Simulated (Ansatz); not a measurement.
# BaTiO3: the cost of one run

Program: Ansatz 0.2.0. Level of theory: DFT r²SCAN, scalar-relativistic, plane waves, PAW. These are calculated values, not measurements.

The COD entry's cell or inner coordinates are ideal or old and differ from later refinements, so a difference from it is no clean test against experiment.

**1. Starting point**

The structure is tetragonal, space group P4mm (No. 99). The conventional cell has a = 3.972 Å, b = 3.972 Å, c = 4.112 Å, α = 90.00°, β = 90.00°, γ = 90.00°. Ba (site symmetry 4mm) is surrounded by 12 O at 2.79 to 2.92 Å. Around Ti (site symmetry 4mm) lie 5 O at 1.82 to 1.99 Å. O (site symmetry 4mm) is surrounded by 1 Ti at 1.82 Å. O (site symmetry 2mm) is surrounded by 2 Ti at 1.99 Å and 4 Ba at 2.79 to 2.92 Å.

Coordinates:

```cif
data_structure
_symmetry_space_group_name_H-M 'P4mm'
_symmetry_Int_Tables_number 99
_cell_length_a 3.9718
_cell_length_b 3.9718
_cell_length_c 4.1117
_cell_angle_alpha 90.000
_cell_angle_beta 90.000
_cell_angle_gamma 90.000
_cell_volume 64.86
loop_
_atom_site_label
_atom_site_type_symbol
_atom_site_symmetry_multiplicity
_atom_site_Wyckoff_symbol
_atom_site_fract_x
_atom_site_fract_y
_atom_site_fract_z
_atom_site_occupancy
Ba1 Ba 1 a 0.00000 0.00000 0.99566 1
Ti1 Ti 1 b 0.50000 0.50000 0.47760 1
O1 O 1 b 0.50000 0.50000 0.03447 1
O2 O 2 c 0.50000 0.00000 0.51763 1
```

This cell comes from an earlier session at r²SCAN: 12.972 Å³/atom at 0.06 GPa, on a 6×6×6 mesh.

**2. Antiferromagnetic, propagation vector (1/2, 1/2, 1/2)**

Contents of input.yaml:

```yaml
crystal:
  lattice:
    - [-3.9717832213, 0.0, 4.1116803065]
    - [3.9717832213, 0.0, 4.1116803065]
    - [0.0, 3.9717832213, -4.1116803065]
  atoms:
    - { symbol: Ba, position: [-0.0021701837, -0.0021701837, 0.0] }
    - { symbol: Ti, position: [0.2388007847, 0.7388007847, 0.5], spin: 1.0 }
    - { symbol: O, position: [0.0172362203, 0.5172362203, 0.5] }
    - { symbol: O, position: [0.0088165894, 0.5088165894, 0.0] }
    - { symbol: O, position: [0.5088165894, 0.5088165894, 0.5] }
    - { symbol: Ba, position: [0.4978298163, 0.4978298163, 0.0] }
    - { symbol: Ti, position: [0.7388007847, 1.2388007847, 0.5], spin: -1.0 }
    - { symbol: O, position: [0.5172362203, 1.0172362203, 0.5] }
    - { symbol: O, position: [0.5088165894, 1.0088165894, 0.0] }
    - { symbol: O, position: [1.0088165894, 1.0088165894, 0.5] }
basis:
  ecutwfc: 500
  ecutrho_ratio: 4
kpoints:
  mp_grid: { grid: [6, 6, 6] }
hamiltonian:
  xc: r2scan
scf:
  occupations: { method: gaussian, width: 0.05 }
  lower_state_search: "off"
output:
  forces: true
  stress: true
  eigenvalues: true
  populations: true
magnetization:
  spin_polarized: true
```

Command:

```
$ ansatz run input.yaml --threads 4 --pin off --max-ram 10240MiB --backend cpu --events-out ev --progress --plain --runs-dir out
```

**Question.** How long does this run take on 4 threads of Intel Xeon Platinum 8488C (Sapphire Rapids), shared host, and how much memory does it need?

About 31 s, with a peak of 1.1 GiB.
